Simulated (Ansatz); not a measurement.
# GeNH2 (quartet): the correlation ladder at distance Ge1–N2 = 6.276 Å, cc-pVDZ

How much of the correlation energy of GeNH2 (quartet) does each wave-function method recover here?

The runs use Ansatz 0.2.0, Gaussian basis; cc-pVDZ, core rule «outside noble gas», up to 15 orbitals frozen.

The runs, in order: UHF; CCSD(T) on ROHF; CCSD(T) on UHF; BCCD(T) on ROHF; CISD; CCSDT(Q) on ROHF; CCSDT(Q) on UHF; CASSCF and MRCISD+Q, 5 electrons in 5 orbitals; CASSCF and NEVPT2, 5 electrons in 5 orbitals; CASSCF and MRCISD+Q, 11 electrons in 10 orbitals; CASSCF and NEVPT2, 11 electrons in 10 orbitals.

31 further runs of the same task are left out: 6 for a known fault of the program, 18 that didn't finish, 7 set aside as unsound or not needed.

## 1. The system

The geometry derives from a PBE0/def2-TZVP stationary point (not a proven minimum). One bond is set to the value named and the two fragments are kept rigid. No spin-orbit coupling is included. The filled d shell of Ge may be among the frozen orbitals whatever the setting's name suggests; the logs give the count.

4 atoms, charge 0, spin multiplicity 4.

Atoms are counted from 1 here; the program's logs count them from 0.

Bond lengths: N2–H3 1.021 Å, N2–H4 1.021 Å. Angles: H3–N2–H4 108.9°.

Geometry (Å):

```xyz
4
GeH2N
Ge    0.0000    0.0000    5.0040
N     0.0000    0.0000   -1.2720
H     0.0000    0.8309   -1.8660
H     0.0000   -0.8309   -1.8660
```

## 2. UHF

File in.yaml:

```yaml
crystal:
  periodic: [false, false, false]
  atoms:
    - {symbol: Ge, position_ang: [0.000000, 0.000000, 5.003958]}
    - {symbol: N, position_ang: [0.000000, 0.000000, -1.272042]}
    - {symbol: H, position_ang: [0.000000, 0.830871, -1.865958]}
    - {symbol: H, position_ang: [0.000000, -0.830871, -1.865958]}
basis:
  gaussian: {orbitals: cc-pVDZ}
magnetization: {spin_polarized: true, initial_magnetization: 3}
hamiltonian: {xc: hf}
output: {orbitals: {seedname: orbitals}}
```

Run with:

```
> ansatz run in.yaml --threads 1 --pin off --events-out ev --progress --plain --max-ram 2393MiB
```

After this run come: CCSD(T) on ROHF; CCSD(T) on UHF; BCCD(T) on ROHF; CISD; CCSDT(Q) on ROHF; CCSDT(Q) on UHF; CASSCF and MRCISD+Q, 5 electrons in 5 orbitals; CASSCF and NEVPT2, 5 electrons in 5 orbitals; CASSCF and MRCISD+Q, 11 electrons in 10 orbitals; CASSCF and NEVPT2, 11 electrons in 10 orbitals.

**Question.** What will the summary of the whole plan be? Wanted: UCCSDT(Q) below the RHF energy; RMP2 from UCCSDT(Q); UMP2 from UCCSDT(Q); RCCSD from UCCSDT(Q); RCCSD(T) from UCCSDT(Q); UCCSD(T) from UCCSDT(Q); RCCSDT(Q) from UCCSDT(Q); NEVPT2 pair from UCCSDT(Q); MRCISD+Q pair from UCCSDT(Q).

**Answer**, as computed:

```
                         quantity                                                                                    value
   UCCSDT(Q) below the RHF energy                                                                               -6.2688 eV
              RMP2 from UCCSDT(Q)                                                                            +104.9 kJ/mol
              UMP2 from UCCSDT(Q)                                                                            +103.8 kJ/mol
             RCCSD from UCCSDT(Q)                                                                             +12.1 kJ/mol
          RCCSD(T) from UCCSDT(Q)                                                                              +3.2 kJ/mol
          UCCSD(T) from UCCSDT(Q)                                                                              +2.2 kJ/mol
         RCCSDT(Q) from UCCSDT(Q)                                                                              +0.9 kJ/mol
       NEVPT2 pair from UCCSDT(Q)                                                                             +97.8 kJ/mol
     MRCISD+Q pair from UCCSDT(Q)                                                                              +0.8 kJ/mol
    NEVPT2 valence from UCCSDT(Q)                                                                             +89.9 kJ/mol
levels within 1 kcal/mol (43 meV)  RCCSD(T), UCCSD(T), BCCD(T), RCCSDT, UCCSDT, RCCSDT(Q), MRCISD+Q pair, MRCISD+Q valence
                    T1 diagnostic                                                                                    0.016
   effectively unpaired electrons                                                                                     3.02
```

What this shows: RCCSD(T) misses by +3.2 kJ/mol, 0.5 % of the correlation energy. One determinant dominates. Of the multireference levels listed MRCISD+Q valence comes nearest in total energy (-0.2 kJ/mol), which doesn't show that its space is the better one. These misses are within one basis, not against nature; the frozen cores of restricted and unrestricted runs differ, which can shift their rows.
